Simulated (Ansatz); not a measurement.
# CH₄FGaOS: up Jacob's ladder to CCSD(T)

The task here is to estimate one member of a computed series from the others.

Computed with Ansatz 0.2.0, Gaussian basis. Level: functionals in def2-TZVPP, the program's frozen cores in correlated methods.

The runs, in order: LDA (SPW92), PBE-D4, revPBE-D4, BLYP-D4, r2SCAN-D4, B97M-V, PBE0-D4, B3LYP-D4, r2SCANh-D4, r2SCAN0-D4, HSE06-D4, BHLYP-D4, CAM-B3LYP-D4, LC-ωPBE, ωB97X-V, ωB97M-V, B2PLYP, PBE-QIDH; CCSD(T)/def2-SVP; CCSD(T)/def2-TZVPP; MP2/def2-QZVPP; extrapolation to the limit; RPA on PBE.

**Structure used throughout**

The geometry comes from an earlier relaxation with PBE0-D4 in a triple-zeta def2 set; it is a stationary point, not always the lowest conformer.

SMILES `C[S][Ga]([OH])[F]`, 9 atoms, charge 0, spin multiplicity 1.

Atoms are counted from 1 here; the program's logs count them from 0.

Bond lengths: C1–S2 1.824 Å, C1–H6 1.088 Å, C1–H7 1.090 Å, C1–H8 1.088 Å, S2–Ga3 2.163 Å, Ga3–O4 1.775 Å, Ga3–F5 1.751 Å, O4–H9 0.961 Å. Angles: S2–C1–H6 111.4°, S2–C1–H7 105.8°, S2–C1–H8 111.4°, H6–C1–H7 109.2°, H6–C1–H8 109.9°, H7–C1–H8 109.2°, C1–S2–Ga3 99.6°, S2–Ga3–O4 122.2°, S2–Ga3–F5 121.6°, O4–Ga3–F5 116.1°, Ga3–O4–H9 112.8°.

Set-up of the first run:

in.yaml reads:

```yaml
crystal:
  periodic: [false, false, false]
  atoms:
    - {symbol: C, position_ang: [1.410656, 0.221788, 0.897022]}
    - {symbol: S, position_ang: [0.676339, 1.449776, -0.234361]}
    - {symbol: Ga, position_ang: [-1.048167, 0.332879, -0.911686]}
    - {symbol: O, position_ang: [-1.391647, -1.314370, -0.345328]}
    - {symbol: F, position_ang: [-2.188507, 1.008080, -2.056797]}
    - {symbol: H, position_ang: [0.734141, -0.018259, 1.714419]}
    - {symbol: H, position_ang: [2.307750, 0.689888, 1.301073]}
    - {symbol: H, position_ang: [1.689360, -0.687332, 0.368527]}
    - {symbol: H, position_ang: [-2.189916, -1.682440, -0.732868]}
basis:
  gaussian: {orbitals: def2-TZVPP}
hamiltonian: {xc: lda}
output: {orbitals: {seedname: orbitals}}
```

Launch:

```console
> ansatz run in.yaml --threads 4 --pin off --events-out ev --progress --plain --max-ram 10444MiB
```

Steps of the session up to this table: LDA; PBE-D4 (GGA); revPBE-D4 (GGA); BLYP-D4 (GGA); r2SCAN-D4 (meta-GGA); B97M-V (meta-GGA); B3LYP-D4 (hybrid); r2SCANh-D4 (hybrid); r2SCAN0-D4 (hybrid); HSE06-D4 (hybrid); BHLYP-D4 (hybrid); CAM-B3LYP-D4 (range-separated); LC-ωPBE (range-separated); ωB97X-V (range-separated); ωB97M-V (range-separated); B2PLYP (double hybrid); PBE-QIDH (double hybrid).

One of the session's tables, all rows but one given; the rest of the session is left out.

It belongs to the step «Frontier levels by functional». 

```
  functional  HOMO (eV)  gap (eV)
 LDA (SPW92)      -6.43      4.16
      PBE-D4      -6.28      4.32
   revPBE-D4      -6.23      4.40
     BLYP-D4      -6.14      4.19
   r2SCAN-D4      -6.56      4.92
      B97M-V          ?         ?
     PBE0-D4      -7.52      6.49
    B3LYP-D4      -7.29      5.91
  r2SCANh-D4      -7.01      5.70
  r2SCAN0-D4      -7.70      6.87
    HSE06-D4      -7.12      5.72
    BHLYP-D4      -8.62      8.42
CAM-B3LYP-D4      -8.85      8.72
     LC-ωPBE     -10.22     11.45
     ωB97X-V      -9.86     10.89
     ωB97M-V      -9.71     10.50
```

**Question.** Estimate the row for B97M-V.

As computed: HOMO (eV): -6.63; gap (eV): 4.84. In the column «HOMO (eV)» it lies between r2SCANh-D4 (-7.01) and r2SCAN-D4 (-6.56).
